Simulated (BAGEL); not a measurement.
**A workflow on C2H5FOSi (SMILES FC1CO[SiH2]1)**

Aim: a single-point energy (HF/6-31G*), then a single-point energy (NEVPT2(2,2)/6-31G*), then the energy (CASPT2(2,2)/6-31G*) of C2H5FOSi. 

Program for the calculation: BAGEL 1.2.2.

1 further run of the same task is left out (set aside as unsound or not needed).

## 1. The structure to begin with

C2H5FOSi has 10 atoms, charge 0, and is taken as a singlet. As SMILES, `FC1CO[SiH2]1`. The Si5–H9 distance was set to 4.161 Å, away from the relaxed value. At this shape a bond of the SMILES string is far longer than usual.

Bond lengths: F1–C2 1.381 Å, C2–C3 1.541 Å, C3–O4 1.445 Å, C2–Si5 1.901 Å, O4–Si5 1.669 Å, C2–H6 1.092 Å, C3–H7 1.094 Å, C3–H8 1.093 Å, Si5–H10 1.485 Å. Some angles: F1–C2–C3 113.3°, F1–C2–Si5 118.4°, C3–C2–Si5 82.8°, C2–C3–O4 101.7°, C3–O4–Si5 94.5°, C2–Si5–O4 80.7°, F1–C2–H6 108.1°, C3–C2–H6 113.6°, Si5–C2–H6 118.8°, C2–C3–H7 110.5°.

## 2. The energy at HF/6-31G(d) (density fitting with svp-jkfit, spherical functions) (run 1)

Input file hf.json:

```json
{ "bagel": [

{
  "title": "molecule",
  "basis": "6-31gs.json",
  "df_basis": "svp-jkfit",
  "angstrom": "false",
  "geometry": [
    { "atom": "F", "xyz": [    -4.49622915,    -4.24751284,    -4.89035988 ] },
    { "atom": "C", "xyz": [    -2.71176077,    -3.78509686,    -3.04258567 ] },
    { "atom": "C", "xyz": [    -0.50682833,    -5.68748415,    -3.06828595 ] },
    { "atom": "O", "xyz": [     1.64594768,    -4.03699735,    -3.38046870 ] },
    { "atom": "Si", "xyz": [    -0.09184447,    -1.43200989,    -3.74877633 ] },
    { "atom": "H", "xyz": [    -3.68383589,    -3.67303610,    -1.22674784 ] },
    { "atom": "H", "xyz": [    -0.68332875,    -6.97930093,    -4.67228548 ] },
    { "atom": "H", "xyz": [    -0.29876948,    -6.77464359,    -1.32463565 ] },
    { "atom": "H", "xyz": [     1.55108720,     4.21163261,     1.47474227 ] },
    { "atom": "H", "xyz": [    -0.07313618,    -0.34503942,    -6.33675625 ] }
  ]
},

{ "title": "hf" },

{ "title": "print", "file": "orbitals.molden", "orbitals": "true" }

]}
```

The basis set 6-31G* is read from a file made from the Basis Set Exchange's data (not shown).

Run with:

```
BAGEL_NUM_THREADS=1 BAGEL hf.json > hf.out
```

The program printed:

```text
* using 1 threads per process

  ===============================================================
  ===============================================================

  *** Geometry ***

  { "atom" : "F", "xyz" : [     -4.496229,     -4.247513,     -4.890360 ] },
  { "atom" : "C", "xyz" : [     -2.711761,     -3.785097,     -3.042586 ] },
  { "atom" : "C", "xyz" : [     -0.506828,     -5.687484,     -3.068286 ] },
  { "atom" : "O", "xyz" : [      1.645948,     -4.036997,     -3.380469 ] },
  { "atom" : "Si", "xyz" : [     -0.091844,     -1.432010,     -3.748776 ] },
  { "atom" : "H", "xyz" : [     -3.683836,     -3.673036,     -1.226748 ] },
  { "atom" : "H", "xyz" : [     -0.683329,     -6.979301,     -4.672285 ] },
  { "atom" : "H", "xyz" : [     -0.298769,     -6.774644,     -1.324636 ] },
  { "atom" : "H", "xyz" : [      1.551087,      4.211633,      1.474742 ] },
  { "atom" : "H", "xyz" : [     -0.073136,     -0.345039,     -6.336756 ] },

  Number of auxiliary basis functions:      522

  Since a DF basis is specified, we compute 2- and 3-index integrals:
    o Being stored without compression. Storage requirement is 0.029 GB

  Number of basis functions:       84
  Number of electrons      :       48

    * METHOD: MOLECULE                             0.53

  *** RHF ***

  === Nuclear Repulsion ===
   234.5501472295

      * DIIS with orbital gradients will be used.

  === RHF iteration (6-31gs.json) ===
      0       -541.23966758          0.02106679           0.11
      1       -541.23087504          0.01838055           0.10
      2       -541.53009134          0.00565425           0.10
      3       -541.57593905          0.00209486           0.10
      4       -541.58081803          0.00030562           0.10
      5       -541.58093220          0.00011833           0.10
      6       -541.58095152          0.00004554           0.10
      7       -541.58095460          0.00001638           0.10
      8       -541.58095489          0.00000453           0.11
      9       -541.58095492          0.00000148           0.10
     10       -541.58095492          0.00000091           0.10
     11       -541.58095492          0.00000023           0.10
     12       -541.58095492          0.00000011           0.10
     13       -541.58095492          0.00000004           0.10
     14       -541.58095492          0.00000002           0.10
     15       -541.58095492          0.00000001           0.10
    * SCF iteration converged.

    * Permanent dipole moment:
           (    0.649315,     1.248518,     0.596357) a.u.

    * METHOD: HF                                   1.91

    * METHOD: PRINT                                0.02

  ===============================================================
```

Wall time 2.8 s (1 thread of Intel Xeon Platinum 8259CL at 2.50GHz (Skylake/Cascade Lake), shared host); peak memory 0.14 GiB.

## 3. The energy at NEVPT2(2,2)/6-31G(d) (density fitting with svp-jkfit, spherical functions) (run 2)

Input file input.json:

```json
{ "bagel" : [

{
  "title" : "molecule",
  "basis" : "6-31gs.json",
  "df_basis" : "svp-jkfit",
  "geometry" : [
    { "atom" : "F", "xyz" : [    -4.49622915,    -4.24751284,    -4.89035988 ] },
    { "atom" : "C", "xyz" : [    -2.71176077,    -3.78509686,    -3.04258567 ] },
    { "atom" : "C", "xyz" : [    -0.50682833,    -5.68748415,    -3.06828595 ] },
    { "atom" : "O", "xyz" : [     1.64594768,    -4.03699735,    -3.38046870 ] },
    { "atom" : "Si", "xyz" : [    -0.09184447,    -1.43200989,    -3.74877633 ] },
    { "atom" : "H", "xyz" : [    -3.68383589,    -3.67303610,    -1.22674784 ] },
    { "atom" : "H", "xyz" : [    -0.68332875,    -6.97930093,    -4.67228548 ] },
    { "atom" : "H", "xyz" : [    -0.29876948,    -6.77464359,    -1.32463565 ] },
    { "atom" : "H", "xyz" : [     1.55108720,     4.21163261,     1.47474227 ] },
    { "atom" : "H", "xyz" : [    -0.07313618,    -0.34503942,    -6.33675625 ] }
  ]
},

{ "title" : "hf" },

{ "title" : "casscf", "nstate" : 1, "nact" : 2, "nclosed" : 23, "active" : [24, 25], "maxiter" : 200, "natocc" : "true" },

{ "title" : "nevpt2", "nstate" : 1, "nact" : 2, "nclosed" : 23, "active" : [24, 25], "maxiter" : 200, "natocc" : "true", "ncore" : 9 },

{ "title" : "print", "file" : "orbitals.molden", "orbitals" : "true" }

]}
```

The basis set 6-31G* is read from a file made from the Basis Set Exchange's data (not shown).

Run with:

```
BAGEL_NUM_THREADS=1 BAGEL input.json > input.out
```

The program printed:

```text
* using 1 threads per process

  ===============================================================
  ===============================================================

  *** Geometry ***

  { "atom" : "F", "xyz" : [     -4.496229,     -4.247513,     -4.890360 ] },
  { "atom" : "C", "xyz" : [     -2.711761,     -3.785097,     -3.042586 ] },
  { "atom" : "C", "xyz" : [     -0.506828,     -5.687484,     -3.068286 ] },
[... 6 lines of this table left out ...]
  { "atom" : "H", "xyz" : [     -0.073136,     -0.345039,     -6.336756 ] },

  Number of auxiliary basis functions:      522

  Since a DF basis is specified, we compute 2- and 3-index integrals:
    o Being stored without compression. Storage requirement is 0.029 GB

[... 18 lines left out ...]
    * SCF iteration converged.
[... 1 line left out ...]
    * Permanent dipole moment:
[... 27 lines left out ...]
    * Second-order optimization converged. *
[... 1 line left out ...]
     guess   0:   closed 1.                   open ..

  === FCI iteration ===

      0  0      -541.55844072     9.46e-02      0.00
      1  0      -541.71593357     1.92e-02      0.00
      2  0 *    -541.72009874     7.23e-16      0.00

     * ci vector, state   0, <S^2> = 0.0000
       2.     0.7558777702
       .2    -0.6547127588

    * METHOD: CASSCF                               5.22

    * freezing 9 orbitals

  === DF-NEVPT2 calculation ===

    * 3-index integral transformation done
    * assembly done

      NEVPT2 correlation energy:   -0.6630189270      0.41

          (+0)     -0.6291288228
          (+0)'    -0.0025721786
          (+1)     -0.0125322785
          (+1)'    -0.0000000000
          (+2)     -0.0000141875
          (-1)     -0.0187597213
          (-1)'     0.0000000000
          (-2)     -0.0000117383

      NEVPT2 total energy:       -542.3831176642

    * METHOD: NEVPT2                               0.64

    * METHOD: PRINT                                0.03

  ===============================================================
```

Run time: 8.7 s. Hardware: 1 thread of Intel Xeon Platinum 8259CL at 2.50GHz (Skylake/Cascade Lake), shared host; peak memory 0.14 GiB.

## 4. A single-point energy at CASPT2(2,2)/6-31G(d) (density fitting with svp-jkfit, spherical functions) (run 3)

Input file calc.json:

```json
{ "bagel" : [

{
  "title" : "molecule",
  "basis" : "6-31gs.json",
  "df_basis" : "svp-jkfit",
  "angstrom" : false,
  "geometry" : [
    { "atom" : "F", "xyz" : [    -4.49622915,    -4.24751284,    -4.89035988 ] },
    { "atom" : "C", "xyz" : [    -2.71176077,    -3.78509686,    -3.04258567 ] },
    { "atom" : "C", "xyz" : [    -0.50682833,    -5.68748415,    -3.06828595 ] },
    { "atom" : "O", "xyz" : [     1.64594768,    -4.03699735,    -3.38046870 ] },
    { "atom" : "Si", "xyz" : [    -0.09184447,    -1.43200989,    -3.74877633 ] },
    { "atom" : "H", "xyz" : [    -3.68383589,    -3.67303610,    -1.22674784 ] },
    { "atom" : "H", "xyz" : [    -0.68332875,    -6.97930093,    -4.67228548 ] },
    { "atom" : "H", "xyz" : [    -0.29876948,    -6.77464359,    -1.32463565 ] },
    { "atom" : "H", "xyz" : [     1.55108720,     4.21163261,     1.47474227 ] },
    { "atom" : "H", "xyz" : [    -0.07313618,    -0.34503942,    -6.33675625 ] }
  ]
},

{ "title" : "hf" },

{ "title" : "casscf", "nstate" : 1, "nact" : 2, "nclosed" : 23, "active" : [24, 25], "maxiter" : 200, "natocc" : true },

{ "title" : "print", "file" : "orbitals.molden", "orbitals" : true },

{ "title" : "smith", "method" : "caspt2", "ms" : true, "xms" : true, "sssr" : true, "shift" : 0.2, "shift_imag" : true, "ncore" : 9 }

]}
```

The basis set 6-31G* is read from a file made from the Basis Set Exchange's data (not shown).

Run with:

```
BAGEL_NUM_THREADS=1 BAGEL calc.json > calc.out
```

The program printed:

```text
* using 1 threads per process

  ===============================================================
  ===============================================================

  *** Geometry ***

  { "atom" : "F", "xyz" : [     -4.496229,     -4.247513,     -4.890360 ] },
  { "atom" : "C", "xyz" : [     -2.711761,     -3.785097,     -3.042586 ] },
  { "atom" : "C", "xyz" : [     -0.506828,     -5.687484,     -3.068286 ] },
[... 6 lines of this table left out ...]
  { "atom" : "H", "xyz" : [     -0.073136,     -0.345039,     -6.336756 ] },

  Number of auxiliary basis functions:      522

  Since a DF basis is specified, we compute 2- and 3-index integrals:
    o Being stored without compression. Storage requirement is 0.029 GB

[... 18 lines left out ...]
    * SCF iteration converged.
[... 1 line left out ...]
    * Permanent dipole moment:
[... 27 lines left out ...]
    * Second-order optimization converged. *
[... 9 lines left out ...]
     * ci vector, state   0, <S^2> = 0.0000
[... 16 lines left out ...]
    * Zeroth order energy : state  0       -0.3378700507
[... 4 lines left out ...]
       #      aibj      arbs      arbi      airj      risj      airs      arst      rist         Etot      error   time
[... 2 lines left out ...]
       0  -0.62686  -0.00002  -0.02053  -0.01390  -0.00003  -0.00253   0.00000   0.00000   -0.6638493  0.0002464   0.30
       1  -0.62686  -0.00002  -0.02054  -0.01390  -0.00003  -0.00255  -0.00000  -0.00000   -0.6638978  0.0000298   0.24
       2  -0.62686  -0.00002  -0.02054  -0.01390  -0.00003  -0.00255  -0.00000  -0.00000   -0.6638984  0.0000026   0.18
       3  -0.62686  -0.00002  -0.02054  -0.01390  -0.00003  -0.00255  -0.00000  -0.00000   -0.6638984  0.0000002   0.17

      ------------------------------------------------------------------------------------------------------------------

    * CASPT2 energy : state  0     -542.3869642127
        w/o shift correction       -542.3839971508
        reference weight              0.8315455842

    * METHOD: SMITH                                1.51

  ===============================================================
```

It took 9.9 s on 1 thread of Intel Xeon Platinum 8259CL at 2.50GHz (Skylake/Cascade Lake), shared host; peak memory 0.21 GiB.

## 5. Results

| quantity | value |
| --- | --- |
| run 1, HF/6-31G*: total energy | -541.58095 Eh |
| run 1, HF/6-31G*: dipole moment | 3.88 D |
| run 1, HF/6-31G*: HOMO energy | -6.80 eV |
| run 1, HF/6-31G*: LUMO energy | -2.05 eV |
| run 1, HF/6-31G*: HOMO–LUMO gap | 4.75 eV |
| run 2, NEVPT2(2,2)/6-31G*: total energy | -542.38312 Eh |
| run 3, CASPT2(2,2)/6-31G*: total energy | -542.38696 Eh |

What this shows: One bond (run 1, HF/6-31G*) is far stretched, which a spin-restricted single reference describes badly; a broken-symmetry solution may lie lower.
